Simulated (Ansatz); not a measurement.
# CH₂BClF₂: how energies converge with the basis set

An exercise on one series of results from a longer session: the logs are not shown, and one member is left open.

Computed with Ansatz 0.2.0, Gaussian basis. Level: one geometry, several basis sets.

Levels to be run: PBE0-D4/def2-SVP; ωB97M-V/def2-SVP; PBE0-D4/def2-QZVPP; ωB97M-V/def2-QZVPP; the functionals' def2-TZVPP values are taken from earlier runs.

## The relaxed structure

All runs share one geometry, relaxed beforehand with PBE0-D4 in a triple-zeta def2 set.

SMILES `FBC(F)Cl`, 7 atoms, charge 0, spin multiplicity 1.

Atoms are counted from 1 here; the program's logs count them from 0.

Bond lengths: F1–B2 1.317 Å, B2–C3 1.578 Å, B2–H6 1.193 Å, C3–F4 1.356 Å, C3–Cl5 1.802 Å, C3–H7 1.091 Å. Angles: F1–B2–C3 118.2°, F1–B2–H6 120.3°, C3–B2–H6 121.5°, B2–C3–F4 114.7°, B2–C3–Cl5 97.2°, B2–C3–H7 118.3°, F4–C3–Cl5 109.7°, F4–C3–H7 109.2°, Cl5–C3–H7 106.4°.

Set-up of the first run:

The input, in.yaml:

```yaml
crystal:
  periodic: [false, false, false]
  atoms:
    - {symbol: F, position_ang: [-1.779984, 0.732739, -0.051289]}
    - {symbol: B, position_ang: [-0.568448, 0.556492, 0.433418]}
    - {symbol: C, position_ang: [0.330243, -0.577433, -0.197230]}
    - {symbol: F, position_ang: [1.255179, -1.101535, 0.644136]}
    - {symbol: Cl, position_ang: [1.145582, 0.442870, -1.438093]}
    - {symbol: H, position_ang: [-0.159411, 1.264922, 1.301953]}
    - {symbol: H, position_ang: [-0.161961, -1.386054, -0.738696]}
basis:
  gaussian: {orbitals: def2-SVP}
hamiltonian: {xc: pbe0, dispersion: d4}
output: {orbitals: {seedname: orbitals}}
```

Run with:

```console
> ansatz run in.yaml --threads 2 --pin off --events-out ev --progress --plain --max-ram 4352MiB
```

Among the steps run: PBE0-D4 in def2-SVP; ωB97M-V in def2-SVP; PBE0-D4 in def2-QZVPP; ωB97M-V in def2-QZVPP.

One table of the session follows, with a row left open; its other results are not shown here.

It belongs to the step «Functionals by basis». 

| functional | basis | HOMO (eV) |
| --- | --- | --- |
| PBE0-D4 | def2-SVP | -8.67 |
| PBE0-D4 | def2-TZVPP | -8.80 |
| PBE0-D4 | def2-QZVPP | -8.83 |
| ωB97M-V | def2-SVP | ? |
| ωB97M-V | def2-TZVPP | -11.09 |
| ωB97M-V | def2-QZVPP | -11.13 |

**Question.** Estimate the row for ωB97M-V, def2-SVP.

**Answer.** HOMO (eV): -10.93. In the column «HOMO (eV)» it lies between ωB97M-V, def2-TZVPP (-11.09) and PBE0-D4, def2-QZVPP (-8.83).
